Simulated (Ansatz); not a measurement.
Hf2Pd2Se2Br2O3:

```xyz
11
Lattice="5.7590 0.0000 0.0000 -2.8795 4.9874 0.0000 0.0000 0.0000 8.5255" Properties=species:S:1:pos:R:3 pbc="T T T"
Hf    0.0000    3.3250    4.6209
Hf    2.8795    1.6625    4.6209
Pd    0.0000    3.3250    1.0981
Pd    2.8795    1.6625    1.0981
Se    0.0000    3.3250    7.2954
Se    2.8795    1.6625    7.2954
Br    0.0000    0.0000    1.1846
Br    0.0000    0.0000    5.5743
O     2.8795    0.0000    3.6628
O    -1.4397    2.4937    3.6628
O     1.4397    2.4937    3.6628
```

The cell was built by a generator and needn't be a form met in nature.

Base run:

| Property | Result |
| --- | --- |
| Program | Ansatz 0.2.0 |
| Functional | PBE |
| Potentials or basis | SPMS NC |
| Cutoff | 1034 eV |
| Density cutoff | 4136 eV |
| k mesh | 6 × 6 × 3 |
| Occupations | fermi-dirac, width 0.05 eV |
| Spin | no spin polarisation |

Its results: band gap on the k mesh none (metal or under the smearing width); pressure -0.6 GPa; largest force 0.424 eV/Å.

Task: The run is repeated on the same cell with these changes: potentials or basis from SPMS NC to Ansatz NC; cutoff from 1034 eV to 1240 eV; density cutoff from 4136 eV to 4960 eV; valence electrons from 124 to 152. What comes out?

Result: Band gap on the k mesh none (metal or under the smearing width); pressure -0.1 GPa; largest force 0.072 eV/Å.

Not every run made on this cell is shown here.
